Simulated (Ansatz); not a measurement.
# CF2 (SMILES F[C]F) at CAM-B3LYP/STO-3G

Aim: the electronic atomisation energy of CF2 at CAM-B3LYP/STO-3G, from 3 runs. 

Program for the calculation: Ansatz 0.2.0.

40 further runs of the same task are left out: 4 that didn't finish, 36 set aside as unsound or not needed.

### Step 1. The molecule

The species is CF2 (3 atoms), meant as a singlet with charge 0. As SMILES, `F[C]F`. The coordinates come from a GFN2-xTB relaxation.

Bond lengths: F1–C2 1.320 Å, C2–F3 1.320 Å. Angles: F1–C2–F3 118.3°.

### Step 2. A single-point energy at CAM-B3LYP/STO-3G

File run.yaml:

```yaml
crystal:
  periodic: [false, false, false]
  atoms:
    - {symbol: F, position_ang: [0.396940, 1.032800, 0.332770]}
    - {symbol: C, position_ang: [0.326820, -0.272180, 0.149730]}
    - {symbol: F, position_ang: [-0.723760, -0.760620, -0.482500]}
basis:
  gaussian: {orbitals: STO-3G}
accuracy: high
hamiltonian: {xc: {name: CAM-B3LYP}}
```

Launch:

```console
$ ansatz run run.yaml --threads 1 --pin off --max-ram 2610MiB --events-out events.jsonl --progress --plain --runs-dir runs
```

What it wrote:

```text
Warning: RAYON_NUM_THREADS=1 ignored (pool sized by the plan → 1); use --threads N
Functional definition: CAM-B3LYP
  name "CAM-B3LYP"
  parameter alpha = 0.19
  parameter beta = 0.46
  parameter omega = 0.33/bohr
  parameter ac = 0.81
  exchange = (1 - alpha - beta)*b88_x + beta*b88_x_sr(omega) + alpha*exact_x + beta*exact_x_lr(omega)
  correlation = (1 - ac)*vwn5_c + ac*lyp_c
250 factors; integrals over basis functions are off by at most 3.4e-8 eV
126 factors; integrals over basis functions are off by at most 6.1e-10 eV
mean field evaluation 1: about -6372.9639 eV, gradient 1.4e1 eV
mean field evaluation 2: about -6373.1782 eV, gradient 1.2e1 eV
mean field evaluation 4: about -6373.5976 eV, gradient 3.2e-2 eV
mean field evaluation 8: about -6373.5867 eV, gradient 1.8e-3 eV
mean field evaluation 16: about -6373.5867 eV, gradient 1.0e-7 eV
mean field -6373.58670974 eV, -234.2249914106 hartree, gradient 9.0e-9 eV, S^2 0.000000; 0 other end points of the search recorded, 0 dependent functions left out
reference -6373.58671677 eV, -234.2249916690 hartree; 12, 12 occupied and 3, 3 virtual orbitals, 250 factors
Total energy: -6373.58671677 eV, -234.2249916690 hartree
```

Wall time 0.81 s (1 thread of Arm Neoverse V1, shared host).

### Step 3. The C atom at the same level

File job.yaml:

```yaml
crystal:
  periodic: [false, false, false]
  atoms:
    - symbol: C
      position_ang: [0.000000, 0.000000, 0.000000]
basis:
  gaussian:
    orbitals: STO-3G
hamiltonian:
  xc: {name: CAM-B3LYP}
accuracy: high
total_charge: 0
magnetization:
  spin_polarized: true
  initial_magnetization: 2
```

Launch:

```console
$ ansatz run job.yaml --threads 1 --pin off --max-ram 2610MiB --events-out events.jsonl --progress --plain --runs-dir runs
```

What it wrote, shortened:

```text
Warning: RAYON_NUM_THREADS=1 ignored (pool sized by the plan → 1); use --threads N
[... 8 set-up lines as earlier in the session ...]
15 factors; integrals over basis functions are off by at most 9.8e-10 eV
15 factors; integrals over basis functions are off by at most 3.6e-10 eV
mean field evaluation 1: about -1015.7381 eV, gradient 8.4e-13 eV
mean field evaluation 2: about -1015.7382 eV, gradient 4.1e-12 eV
mean field -1015.73822725 eV, -37.3276913595 hartree, gradient 0.0e0 eV, S^2 2.000000; 0 other end points of the search recorded, 0 dependent functions left out
reference -1015.73823360 eV, -37.3276915925 hartree; 4, 2 occupied and 1, 3 virtual orbitals, 15 factors
Total energy: -1015.73823360 eV, -37.3276915925 hartree
```

Wall time 0.22 s (1 thread of Arm Neoverse V1, shared host).

### Step 4. The F atom at the same level

File input.yaml:

```yaml
crystal:
  periodic: [false, false, false]
  atoms:
    - {symbol: F, position_ang: [0.000000, 0.000000, 0.000000]}
basis:
  gaussian:
    orbitals: STO-3G
accuracy: high
magnetization:
  spin_polarized: true
  initial_magnetization: 1
hamiltonian:
  xc: {name: CAM-B3LYP}
```

Run the same way, it converges to -98.23985 Eh (log not shown).

### Step 5. Results

At CAM-B3LYP/STO-3G:

| quantity | value |
| --- | --- |
| molecule: total energy | -234.22499 Eh |
| C atom: total energy | -37.32769 Eh |
| C atom: ⟨S²⟩ | 2.000 |
| F atom: total energy | -98.23985 Eh |
| F atom: ⟨S²⟩ | 0.750 |
| electronic atomisation energy | 11.363 eV |

Taking the molecule apart into free atoms costs 11.36 eV (262 kcal/mol), before zero-point energy and without spin-orbit coupling. In a minimal basis such a difference can be off by several eV, whatever the method.
